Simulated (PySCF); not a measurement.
# DyH9N3 (Dy(NH3)32+): the cost of one run

The runs use PySCF 2.14.0; PBE0, Dy lcecp-0-SVP with ECP56, N def2-SVP, H def2-SVP; scalar-relativistic core potentials, no spin–orbit coupling.

1 further run of the same task is left out (for a known fault of the program).

## 1. Starting geometry

13 atoms, charge 2, spin multiplicity 1.

Bond lengths: Dy1–N2 2.667 Å, Dy1–N6 2.667 Å, Dy1–N10 2.668 Å, N2–H3 1.020 Å, N2–H4 1.020 Å, N2–H5 1.020 Å, N6–H7 1.020 Å, N6–H8 1.020 Å, N6–H9 1.020 Å, N10–H11 1.020 Å, N10–H12 1.020 Å, N10–H13 1.020 Å. Angles: N2–Dy1–N6 120.0°, N2–Dy1–N10 120.0°, N6–Dy1–N10 120.0°, Dy1–N2–H3 113.0°, Dy1–N2–H4 113.0°, Dy1–N2–H5 113.0°, H3–N2–H4 105.8°, H3–N2–H5 105.8°, H4–N2–H5 105.8°, Dy1–N6–H7 113.0°, Dy1–N6–H8 113.0°, Dy1–N6–H9 113.0°, H7–N6–H8 105.8°, H7–N6–H9 105.8°, H8–N6–H9 105.8°, Dy1–N10–H11 113.0°, Dy1–N10–H12 113.0°, Dy1–N10–H13 113.0° and more.

Coordinates:

```xyz
13

Dy    0.0000    0.0000    0.0000
N     2.6675    0.0000    0.0000
H     3.0655   -0.4696    0.8133
H     3.0655   -0.4696   -0.8133
H     3.0655    0.9392    0.0000
N    -1.3337    2.3101    0.0000
H    -1.1261    2.8896    0.8133
H    -1.1261    2.8896   -0.8133
H    -2.3461    2.1852    0.0000
N    -1.3338   -2.3101    0.0000
H    -1.9394   -2.4200    0.8133
H    -1.9394   -2.4200   -0.8133
H    -0.7194   -3.1243    0.0000
```

Formal oxidation states: Dy +2. Each metal's 10 4f electrons lie in its core potential, so multiplicities, spins and levels count the valence alone.

## 2. SCF at the start, singlet

Contents of run.py (the lines that set the calculation):

```python
mol = gto.M(atom='''
Dy     0.00000     0.00000     0.00000
N      2.66750     0.00000     0.00000
H      3.06550    -0.46960     0.81330
H      3.06550    -0.46960    -0.81330
H      3.06550     0.93920     0.00000
N     -1.33370     2.31010     0.00000
H     -1.12610     2.88960     0.81330
H     -1.12610     2.88960    -0.81330
H     -2.34610     2.18520     0.00000
N     -1.33380    -2.31010     0.00000
H     -1.93940    -2.42000     0.81330
H     -1.93940    -2.42000    -0.81330
H     -0.71940    -3.12430     0.00000''',
    basis={'Dy': 'lcecp-0-SVP', 'N': 'def2-SVP', 'H': 'def2-SVP'},
    ecp={'Dy': 'lcecp-0-SVP'},
    charge=2, spin=0)
mf = dft.RKS(mol, xc='PBE0')
mf.grids.atom_grid = (50, 194)  # f atoms: unpruned, at least (60, 302)
mf = mf.density_fit()  # fitting sets: Dy AutoAux, N def2-universal-JKFIT, H def2-universal-JKFIT
mf.conv_tol = 1e-08; mf.max_cycle = 55
mf.kernel(dm0)  # dm0: free metal ions and neutral atoms
```

On the command line:

```sh
> OMP_NUM_THREADS=2 python run.py
```

**Question.** How long does this run take on 2 threads of Arm Neoverse V1, shared host, and how much memory does it need?

About 3.4 s, with a peak of 0.79 GiB.
